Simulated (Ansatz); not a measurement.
# CH4GeSe: how energies converge with the basis set

The task here is to estimate one member of a computed series from the others.

The runs use Ansatz 0.2.0, Gaussian basis; one geometry, several basis sets.

Plan: PBE0-D4/def2-SVP; ωB97M-V/def2-SVP; PBE0-D4/def2-QZVPP; ωB97M-V/def2-QZVPP; the functionals' def2-TZVPP values are taken from earlier runs.

### The relaxed structure

The geometry comes from an earlier relaxation with PBE0-D4 in a triple-zeta def2 set; it is a stationary point, not always the lowest conformer.

7 atoms, charge 0, spin multiplicity 1.

Atoms are counted from 1 here; the program's logs count them from 0.

Bond lengths: Ge1–C2 1.953 Å, Ge1–H4 1.530 Å, Ge1–H5 1.539 Å, Ge1–H6 1.539 Å, C2–Se3 1.750 Å, C2–H7 1.091 Å. Angles: C2–Ge1–H4 108.8°, C2–Ge1–H5 108.9°, C2–Ge1–H6 108.6°, H4–Ge1–H5 111.2°, H4–Ge1–H6 111.0°, H5–Ge1–H6 108.3°, Ge1–C2–Se3 124.7°, Ge1–C2–H7 117.4°, Se3–C2–H7 118.0°.

The first run:

The input, in.yaml:

```yaml
crystal:
  periodic: [false, false, false]
  atoms:
    - {symbol: Ge, position_ang: [-0.693619, 0.316495, -0.335208]}
    - {symbol: C, position_ang: [0.987547, -0.313353, 0.433946]}
    - {symbol: Se, position_ang: [1.369592, -1.991492, 0.751735]}
    - {symbol: H, position_ang: [-1.570025, -0.894647, -0.661547]}
    - {symbol: H, position_ang: [-0.385206, 1.136298, -1.600819]}
    - {symbol: H, position_ang: [-1.384786, 1.240478, 0.683284]}
    - {symbol: H, position_ang: [1.737897, 0.438121, 0.682909]}
basis:
  gaussian: {orbitals: def2-SVP}
hamiltonian: {xc: pbe0, dispersion: d4}
output: {orbitals: {seedname: orbitals}}
```

The run is started by

```bash
> ansatz run in.yaml --threads 2 --pin off --events-out ev --progress --plain --max-ram 4352MiB
```

Among the steps run: PBE0-D4 in def2-SVP; ωB97M-V in def2-SVP; PBE0-D4 in def2-QZVPP; ωB97M-V in def2-QZVPP.

One of the session's tables, all rows but one given; the rest of the session is left out.

It belongs to the step «Functionals by basis». 

```
functional       basis  HOMO (eV)  LUMO (eV)
   PBE0-D4    def2-SVP      -6.12      -2.80
   PBE0-D4  def2-TZVPP      -6.25      -2.91
   PBE0-D4  def2-QZVPP          ?          ?
   ωB97M-V    def2-SVP      -8.25      -0.63
   ωB97M-V  def2-TZVPP      -8.39      -0.81
   ωB97M-V  def2-QZVPP      -8.41      -0.84
```

Q: Estimate the row for PBE0-D4, def2-QZVPP from the others.

As computed: HOMO (eV): -6.27; LUMO (eV): -2.93. In the column «HOMO (eV)» it lies between ωB97M-V, def2-SVP (-8.25) and PBE0-D4, def2-TZVPP (-6.25).
